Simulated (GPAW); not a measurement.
Set up this calculation in GPAW 26.7.0, as an ASE script.

```
Task                : single point
Functional          : LDA
Potentials or basis : the program's PAW data sets (release 1.2.1) made for this functional
Cutoff              : 800 eV
Basis               : pw
k mesh              : 7 × 7 × 7
Occupations         : gaussian, width 0.02 eV
Spin                : collinear spin, ferromagnetic start
Starting moments    : [0.0, 0.0, 4.0] μB
Maxiter             : 150
```

The structure of LaMnIn lies in LaMnIn.xyz:

```xyz
3
Lattice="4.5933407550 0.0000000000 0.0000000000 -2.2966703775 3.9779497821 0.0000000000 0.0000000000 0.0000000000 4.0965590000" Properties=species:S:1:pos:R:3 pbc="T T T"
La     0.0000000000      0.0000000000      0.0000000000
In    -0.0000000002      2.6519665215      2.0482795000
Mn     2.2966703777      1.3259832606      2.0482795000
```

The cell comes from a database or a generator and needn't be the stable form of this composition.

These files were run (other wordings do the same):

run.py

```python
from ase.dft.bandgap import bandgap
from ase.io import read, write
from ase.units import GPa
from gpaw import GPAW, PW

atoms = read('LaMnIn.xyz')
atoms.set_initial_magnetic_moments([0.0, 0.0, 4.0])

calc = GPAW(mode=PW(800),
            xc='LDA',
            kpts={'size': (7, 7, 7), 'gamma': True},
            occupations={'name': 'methfessel-paxton', 'order': 0, 'width': 0.02},
            nbands=37,
            convergence={'density': 1e-05, 'energy': 1e-05},
            maxiter=150,
            txt='gpaw.txt')
atoms.calc = calc
energy = atoms.get_potential_energy()
forces = atoms.get_forces()
stress = atoms.get_stress()
calc.write('gs.gpw')
write('result.traj', atoms)
print(f'Energy: {energy:.6f} eV')
print('Forces (eV/A):')
print(forces.round(4))
print('Stress (GPa):', (stress / GPa).round(3))
print('Moments:', calc.get_magnetic_moments().round(3))
print('Fermi level:', round(calc.get_fermi_level(), 4), 'eV')
print(f'Gap: {bandgap(calc)[0]:.4f} eV, direct: {bandgap(calc, direct=True)[0]:.4f} eV')
```

Potentials or basis: the program's PAW data sets (release 1.2.1) made for this functional, pw.

Launch:

```bash
$ OMP_NUM_THREADS=1 python run.py
```

It gave:

* Pressure: -1.7 GPa
* Band gap on the k mesh: none (metal or under the smearing width)
* Net moment: 3.17 μB per cell
* Site moments: La -0.07; In -0.04; Mn +3.30 μB

Caveat: one-centre terms of the f shell are cut off.

Run time: 3 min on 1 thread of Arm Neoverse V2, on a shared host, peak memory 0.4 GiB.
